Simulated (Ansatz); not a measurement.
# GaGeH5: vertical ionisation energy

How much energy removes an electron from GaGeH5 at fixed geometry? The cation is run at each level and the neutral's energy taken from earlier runs.

Computed with Ansatz 0.2.0, Gaussian basis. Level: unrestricted cation, the program's frozen cores in correlated methods.

Plan: UKS PBE-D4/def2-TZVPP; UKS r2SCAN-D4/def2-TZVPP; UKS PBE0-D4/def2-TZVPP; UKS B3LYP-D4/def2-TZVPP; UKS wB97X-V/def2-TZVPP; UKS wB97M-V/def2-TZVPP; UKS B2PLYP/def2-TZVPP; UHF-CCSD(T)/def2-TZVPP; UHF-CCSD(T)/def2-QZVPP; extrapolation to the limit; then −ε(HOMO) from the neutral's earlier runs with LDA (SPW92), PBE-D4, revPBE-D4, BLYP-D4, r2SCAN-D4, B97M-V, PBE0-D4, B3LYP-D4, r2SCANh-D4, r2SCAN0-D4, HSE06-D4, BHLYP-D4, CAM-B3LYP-D4, LC-ωPBE, ωB97X-V, ωB97M-V.

### Step 1. The geometry

All runs share one geometry, relaxed beforehand with PBE0-D4 in a triple-zeta def2 set.

SMILES `[GaH2][GeH3]`, 7 atoms, charge 0, spin multiplicity 1.

Atoms are counted from 1 here; the program's logs count them from 0.

Bond lengths: Ga1–Ge2 2.444 Å, Ga1–H3 1.572 Å, Ga1–H4 1.572 Å, Ge2–H5 1.540 Å, Ge2–H6 1.543 Å, Ge2–H7 1.540 Å. Angles: Ge2–Ga1–H3 120.3°, Ge2–Ga1–H4 120.7°, H3–Ga1–H4 119.0°, Ga1–Ge2–H5 113.0°, Ga1–Ge2–H6 109.4°, Ga1–Ge2–H7 112.6°, H5–Ge2–H6 106.9°, H5–Ge2–H7 107.8°, H6–Ge2–H7 106.8°.

Coordinates:

| atom | x (Å) | y (Å) | z (Å) |
| --- | --- | --- | --- |
| Ga1 | -0.3665 | -1.3596 | 0.1114 |
| Ge2 | 0.2778 | 0.9879 | -0.1074 |
| H3 | 0.5299 | -2.3543 | 0.9350 |
| H4 | -1.6930 | -1.8917 | -0.5428 |
| H5 | -0.3075 | 1.6573 | -1.3646 |
| H6 | -0.2461 | 1.7798 | 1.1091 |
| H7 | 1.8055 | 1.1806 | -0.1406 |

### Step 2. Cation, UKS PBE-D4/def2-TZVPP

in.yaml

```yaml
crystal:
  periodic: [false, false, false]
  atoms:
    - {symbol: Ga, position_ang: [-0.366515, -1.359595, 0.111387]}
    - {symbol: Ge, position_ang: [0.277784, 0.987918, -0.107445]}
    - {symbol: H, position_ang: [0.529864, -2.354295, 0.934951]}
    - {symbol: H, position_ang: [-1.693016, -1.891687, -0.542814]}
    - {symbol: H, position_ang: [-0.307474, 1.657283, -1.364605]}
    - {symbol: H, position_ang: [-0.246114, 1.779791, 1.109113]}
    - {symbol: H, position_ang: [1.805481, 1.180585, -0.140588]}
basis:
  gaussian: {orbitals: def2-TZVPP}
total_charge: 1
magnetization: {spin_polarized: true, initial_magnetization: 1}
hamiltonian: {xc: pbe, dispersion: d4}
```

The run is started by

```sh
$ ansatz run in.yaml --threads 2 --pin off --events-out ev --progress --plain --max-ram 32768MiB --backend cpu
```

After this run come: Cation, UKS r2SCAN-D4/def2-TZVPP; Cation, UKS PBE0-D4/def2-TZVPP; Cation, UKS B3LYP-D4/def2-TZVPP; Cation, UKS wB97X-V/def2-TZVPP; Cation, UKS wB97M-V/def2-TZVPP; Cation, UKS B2PLYP (frozen core)/def2-TZVPP; Cation, UHF-CCSD(T)/def2-TZVPP; Cation, UHF-CCSD(T)/def2-QZVPP.

**Question.** What will the summary of the whole plan be? Wanted: ionisation energy, CCSD(T)/CBS; nearest functional by difference; nearest −ε(HOMO); −ε(HOMO) of PBE; T1 of the cation.

**Answer**, as computed:

| quantity | value |
| --- | --- |
| ionisation energy, CCSD(T)/CBS | 9.90 eV |
| nearest functional by difference | ωB97X-V (-0.11 eV) |
| nearest −ε(HOMO) | ωB97X-V (-0.09 eV) |
| −ε(HOMO) of PBE | 6.55 eV |
| T1 of the cation | 0.015 |

**Reading.** By cation minus neutral, the functionals miss by 0.37 eV at most. The PBE orbital energy is 3.3 eV too small: a semilocal HOMO is no ionisation energy. Among orbital estimates ωB97X-V comes nearest. Hartree-Fock falls 0.84 eV short, as the neutral has more correlation energy than the cation. Correlated methods include outer-core shells of Ga, Ge, which these sets cover unevenly. With outer-core shells in play the reference is unsure by up to some tenths of an eV, so close misses can't be ranked.
